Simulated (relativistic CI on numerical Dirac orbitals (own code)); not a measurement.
# Xe VIII (Xe⁷⁺): levels and lines

The task is the spectrum of Xe⁷⁺: levels, purity of their labels, lifetimes and lines. Configurations built on the next ion are tied to the tabulated ionisation energy.

Method: Dirac-Coulomb-Breit CI, KLI orbitals optimised for each configuration, model QED (radiative potential, 1s self-energy scaled to tabulated hydrogen-like ionisation energies), valence Slater integrals scaled by 0.9, P86 correlation estimate, and configurations built on the next ion tied to the tabulated ionisation energy (semi-empirical). Code: relativistic CI on numerical Dirac orbitals (own code) version 3.

## Step 1: The system

* ion: Xe⁷⁺ (Xe VIII)
* nuclear charge: 54
* electrons: 47
* isotope: A = 132
* first configuration typed: [Kr] 4d10 5s

Outer shells as boxes (Hund's rule):

first configuration typed
```
[Kr] core
4d [↑↓][↑↓][↑↓][↑↓][↑↓]
5s [↑ ]
```

## Step 2: CI with the chosen configurations

Settings of the run:

```ini
atom Xe  Z=54  charge=7  electrons=47
nucleus A=132  rms_radius_fm=4.7859
hamiltonian dirac-coulomb  breit=on  qed=on  c_scale=1
orbitals kli  potential=per-configuration
slater_scale 0.9
correlation anchor
mixing on
configurations
  [Kr] 4d10 5s
  [Kr] 4d10 5p
  [Kr] 4d10 5d
  [Kr] 4d10 6s
  [Kr] 4d10 4f
  [Kr] 4d10 5f
  [Kr] 4d10 5g
  [Kr] 4d9 4f 5s
  [Kr] 4d9 5s2
  [Kr] 4d10 6p
  [Kr] 4d8 5s 5p2
  [Kr] 4d9 5p2
  [Kr] 4d10 6d
  [Kr] 4d9 5s 5p
  [Kr] 4d10 7s
  [Kr] 4d10 7p
  [Kr] 4d9 4f 5p
  [Kr] 4d10 6f
  [Kr] 4d8 4f2 5s
  [Kr] 4d10 7d
  [Kr] 4d9 5p 5d
  [Kr] 4d8 5s 5d2
  [Kr] 4d9 4f2
  [Kr] 4d8 5s2 5p
end
```

Started as:

```console
$ python run_levels.py task.json out
```

The settings of every run stand in task.json; they run in order.

What does the calculation give? Wanted: lowest level; first excitation; lowest level of the other parity; fastest E1 line; mean error of paired levels.

**Answer**, as computed:

| quantity | value |
| --- | --- |
| lowest level | 5s 2S1/2 |
| first excitation | 5p 2P°1/2, 124171 cm⁻¹ |
| lowest level of the other parity | 5p 2P°1/2, 124171 cm⁻¹ |
| levels in the model | 2115 |
| fastest E1 line (by rate) to the lowest level among the lowest 165 of 2115 levels | 15.85 nm, from 4d9 5s 5p 2P°3/2 (ii) |
| mean error of paired levels | 13066 cm⁻¹ over 22 |

5s 2S1/2 comes out lowest; its LS label holds 98 % and its jj label 98 %; over the low levels the means are 99 and 99 %, so both schemes do about equally well. Only configurations built on the next ion are tied to the tabulated ionisation energy; the others can be misplaced by 10,000 cm⁻¹ or more. Lifetimes count radiative decay inside the model alone.
